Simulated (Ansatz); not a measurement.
**U-wB97X/STO-3G run of BHSCl (SMILES S[B]Cl)**

What is the electronic atomisation energy of BHSCl at U-wB97X/STO-3G? 

The results are computed with Ansatz 0.2.0.

75 further runs of the same task are left out: 2 that didn't finish, 73 set aside as unsound or not needed.

## (1) The molecule

BHSCl has 4 atoms, charge 0, and is taken as a doublet. As SMILES, `S[B]Cl`. The shape is that of a PBE0-D4/def2-TZVP optimisation.

Bond lengths: S1–B2 1.766 Å, B2–Cl3 1.722 Å, S1–H4 1.344 Å. Angles: S1–B2–Cl3 124.8°, B2–S1–H4 96.3°.

## (2) A single-point energy at U-wB97X/STO-3G

File run.yaml:

```yaml
crystal:
  periodic: [false, false, false]
  atoms:
    - {symbol: S, position_ang: [0.566400, -0.789100, 0.531400]}
    - {symbol: B, position_ang: [-0.299600, 0.475700, -0.345800]}
    - {symbol: Cl, position_ang: [-2.014100, 0.616000, -0.427300]}
    - {symbol: H, position_ang: [1.802900, -0.362900, 0.221400]}
basis:
  gaussian: {orbitals: STO-3G}
magnetization: {spin_polarized: true, initial_magnetization: 1}
hamiltonian: {xc: {name: wB97X}}
accuracy: high
```

Launch:

```console
$ ansatz run run.yaml --threads 1 --pin off --max-ram 2610MiB --events-out events.jsonl --progress --plain --runs-dir runs
```

The program printed:

```text
Warning: RAYON_NUM_THREADS=1 ignored (pool sized by the plan → 1); use --threads N
Functional definition: wB97X
  name "wB97X"
  parameter omega = 0.3/bohr
  parameter cx = 0.157706
  parameter cx1 = 0.726479
  parameter cx2 = 1.04760
  parameter cx3 = -5.70635
  parameter cx4 = 13.2794
  parameter css1 = -4.33879
  parameter css2 = 18.2308
  parameter css3 = -31.7430
  parameter css4 = 17.2901
  parameter cos1 = 2.37031
  parameter cos2 = -11.3995
  parameter cos3 = 6.58405
  parameter cos4 = -3.78132
  exchange = spin_sum(e_x_unif_sr(omega)*poly(b97_u_x, 1 - cx, cx1, cx2, cx3, cx4)) + cx*exact_x_sr(omega)
      + exact_x_lr(omega)
  correlation = spin_sum(e_c_pw_same_spin*poly(b97_u_same, 1, css1, css2, css3, css4))
      + integral(e_c_pw_opposite_spin*poly(b97_u_opposite, 1, cos1, cos2, cos3, cos4))
427 factors; integrals over basis functions are off by at most 1.9e-8 eV
157 factors; integrals over basis functions are off by at most 5.9e-10 eV
mean field evaluation 1: about -23783.7797 eV, gradient 1.1e1 eV
mean field evaluation 2: about -23784.9215 eV, gradient 5.9e0 eV
mean field evaluation 4: about -23785.2506 eV, gradient 4.6e-1 eV
mean field evaluation 8: about -23785.2375 eV, gradient 2.1e-2 eV
mean field evaluation 16: about -23785.2375 eV, gradient 3.3e-6 eV
mean field -23785.23752445 eV, -874.0913568107 hartree, gradient 3.1e-8 eV, S^2 0.755157; 0 other end points of the search recorded, 0 dependent functions left out
reference -23785.23752317 eV, -874.0913567636 hartree; 20, 19 occupied and 4, 5 virtual orbitals, 427 factors
Total energy: -23785.23752317 eV, -874.0913567636 hartree
```

Wall time 12 s (1 thread of Arm Neoverse V1, shared host); peak memory 0.41 GiB.

## (3) The B atom, same level

File run.yaml:

```yaml
crystal:
  periodic: [false, false, false]
  atoms:
    - symbol: B
      position_ang: [0.000000, 0.000000, 0.000000]
basis:
  gaussian:
    orbitals: STO-3G
magnetization:
  spin_polarized: true
  initial_magnetization: 1
hamiltonian:
  xc: {name: wB97X}
accuracy: high
```

Run the same way, it converges to -24.27115 Eh (log not shown).

## (4) The Cl atom, same level

File run.yaml:

```yaml
crystal:
  periodic: [false, false, false]
  atoms:
    - {symbol: Cl, position_ang: [0.000000, 0.000000, 0.000000]}
basis:
  gaussian: {orbitals: STO-3G}
magnetization: {spin_polarized: true, initial_magnetization: 1}
hamiltonian: {xc: {name: wB97X}}
accuracy: high
```

Run the same way, it converges to -455.13323 Eh (log not shown).

## (5) The H atom

File run.yaml:

```yaml
crystal:
  periodic: [false, false, false]
  atoms:
    - symbol: H
      position_ang: [0.000000, 0.000000, 0.000000]
basis:
  gaussian:
    orbitals: STO-3G
magnetization:
  spin_polarized: true
  initial_magnetization: 1
accuracy: high
hamiltonian:
  xc: {name: wB97X}
```

Run the same way, it converges to -0.46692 Eh (log not shown).

## (6) The S atom at the same level

File input.yaml:

```yaml
crystal:
  periodic: [false, false, false]
  atoms:
    - {symbol: S, position_ang: [0.000000, 0.000000, 0.000000]}
basis:
  gaussian:
    orbitals: STO-3G
magnetization:
  spin_polarized: true
  initial_magnetization: 2
hamiltonian:
  xc: {name: wB97X}
accuracy: high
```

Launch:

```console
$ ansatz run input.yaml --threads 1 --pin off --max-ram 2610MiB --events-out events.jsonl --progress --plain --runs-dir runs
```

The program printed, cut to the lines that bear on the results:

```text
Warning: RAYON_NUM_THREADS=1 ignored (pool sized by the plan → 1); use --threads N
Functional definition: wB97X
  name "wB97X"
[...]
      + exact_x_lr(omega)
[...]
      + integral(e_c_pw_opposite_spin*poly(b97_u_opposite, 1, cos1, cos2, cos3, cos4))
42 factors; integrals over basis functions are off by at most 2.4e-9 eV
23 factors; integrals over basis functions are off by at most 1.2e-9 eV
[...]
mean field -10712.51231944 eV, -393.6775665377 hartree, gradient 7.4e-8 eV, S^2 2.000000; 0 other end points of the search recorded, 0 dependent functions left out
reference -10712.51231891 eV, -393.6775665181 hartree; 9, 7 occupied and 0, 2 virtual orbitals, 42 factors
Total energy: -10712.51231891 eV, -393.6775665181 hartree
```

Run time: 1.7 s. Hardware: 1 thread of Arm Neoverse V1, shared host; peak memory 0.17 GiB.

## (7) Outcome

At U-wB97X/STO-3G:

| quantity | value |
| --- | --- |
| molecule: total energy | -874.09136 Eh |
| molecule: ⟨S²⟩ | 0.755 |
| B atom: total energy | -24.27115 Eh |
| B atom: ⟨S²⟩ | 0.750 |
| Cl atom: total energy | -455.13323 Eh |
| Cl atom: ⟨S²⟩ | 0.750 |
| H atom: total energy | -0.46692 Eh |
| H atom: ⟨S²⟩ | 0.750 |
| S atom: total energy | -393.67757 Eh |
| S atom: ⟨S²⟩ | 2.000 |
| electronic atomisation energy | 14.762 eV |

Taking the molecule apart into free atoms costs 14.76 eV (1424 kJ/mol), before zero-point energy and without spin-orbit coupling. In a minimal basis such a difference can be off by several eV, whatever the method.
